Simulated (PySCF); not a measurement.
The system is ClGaBrH, in a box.

```xyz
4
Lattice="13.0000 0.0000 0.0000 0.0000 13.0000 0.0000 0.0000 0.0000 11.0000" Properties=species:S:1:pos:R:3 pbc="T T T"
Cl    4.9732    6.4902    4.8172
Ga    7.0324    6.7526    5.2931
Br    8.0528    4.9627    6.2508
H     7.7717    8.0793    5.0008
```

Base run:

| Quantity | Value |
| --- | --- |
| Program | PySCF 2.14.0 |
| Functional | PBEsol0 |
| Potentials or basis | def2-svp (all-electron) |
| k mesh | 1 × 1 × 1 |
| Occupations | fixed |
| Spin | no spin polarisation |

Its results: gap between the frontier levels 6.83 eV.

Problem. After a change of settings the same cell gave: gap between the frontier levels 5.50 eV. Which change was it?
A. functional from PBEsol0 to M06; dispersion from none to D4
B. functional from PBEsol0 to MN15-L; dispersion from none to D3
C. functional from PBEsol0 to PBE0; dispersion from none to D4

Solution. B.

Caveats: this is a molecule in a periodic box at the Γ point, so its band gap is the HOMO-LUMO gap; relativity is left out, which matters for the heavier elements; the basis of atomic orbitals isn't converged, which shifts pressures, moduli and gaps.

Not every run made on this cell is shown here.
